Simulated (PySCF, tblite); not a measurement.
**C5H2F6O: infrared bands and NMR shifts**

Wanted: the infrared bands and NMR shifts of C5H2F6O (`FC(F)=C(F)[C@]1(C(F)(F)F)CO1`), by calculation.

Computed with tblite 0.8.0 and PySCF 2.14.0, with density-fitted response routines of our own, on a single molecule in the gas phase. Atoms are numbered from 0 throughout.

## 1. The molecule as given

14 atoms, charge 0, multiplicity 1; geometry from: GFN2-xTB.

Bonds of the start (Å): F0–C1 1.32, C1–F2 1.31, C1–C3 1.33, C3–F4 1.35, C3–C5 1.49, C5–C6 1.53, C6–F7 1.34, C6–F8 1.34, C6–F9 1.33, C5–C10 1.47, C10–O11 1.40, O11–C5 1.39, C10–H12 1.08, C10–H13 1.08.

## 2. Infrared spectrum with GFN2-xTB

Job settings and geometry (Å):

```
{"job": {"kind": "ir", "xc": "GFN2-xTB", "basis": "xTB"}, "charge": 0, "multiplicity": 1}
F      3.184658     0.409755    -1.060907
C      2.055514    -0.123294    -0.648148
F      2.090025    -1.434922    -0.718745
C      1.005217     0.561104    -0.201490
F      1.045404     1.904953    -0.160980
C     -0.270599    -0.057676     0.269137
C     -1.286490    -0.302628    -0.849137
F     -1.748381     0.857307    -1.336207
F     -0.742833    -0.962689    -1.875213
F     -2.338279    -0.998823    -0.427640
C     -0.771089     0.189361     1.630529
O     -0.206200    -1.032735     1.254003
H     -0.177202     0.804181     2.296390
H     -1.840423     0.185632     1.806240
```

**Question.** This job is followed by: GIAO PBE0/pcSseg-1 NMR shielding, non-relativistic, gas phase. Predict these results of the whole session: strongest single infrared mode (GFN2-xTB); zero-point energy (GFN2-xTB); 13C shifts against TMS (PBE0/pcSseg-1); 1H shifts against TMS (PBE0/pcSseg-1); 19F shifts against CFCl3 (PBE0/pcSseg-1, means over atoms taken as alike); 17O shifts against H2O (PBE0/pcSseg-1).

The runs gave:

```
                                                                 quantity                                value
                                strongest single infrared mode (GFN2-xTB)                1241 cm⁻¹, 281 km/mol
                                             zero-point energy (GFN2-xTB)                        43.0 kcal/mol
                                   13C shifts against TMS (PBE0/pcSseg-1)  170.4, 134.7, 132.4, 53.7, 47.1 ppm
                                    1H shifts against TMS (PBE0/pcSseg-1)                       3.17, 3.05 ppm
19F shifts against CFCl3 (PBE0/pcSseg-1, means over atoms taken as alike)     -90.6, -90.9, -112.0, -192.5 ppm
                                   17O shifts against H2O (PBE0/pcSseg-1)                             49.0 ppm
```

**Reading.** All 36 modes are real, so the xTB geometry is a minimum. The strongest single mode, at 1241 cm⁻¹, moves mainly C1. GFN2-xTB is a fitted tight-binding method: band positions and strengths are rough. Its intensities can rank the bands wrongly. At PBE0/pcSseg-1: The largest span, 256 ppm, is at O11, where the paramagnetic term is -107 ppm.
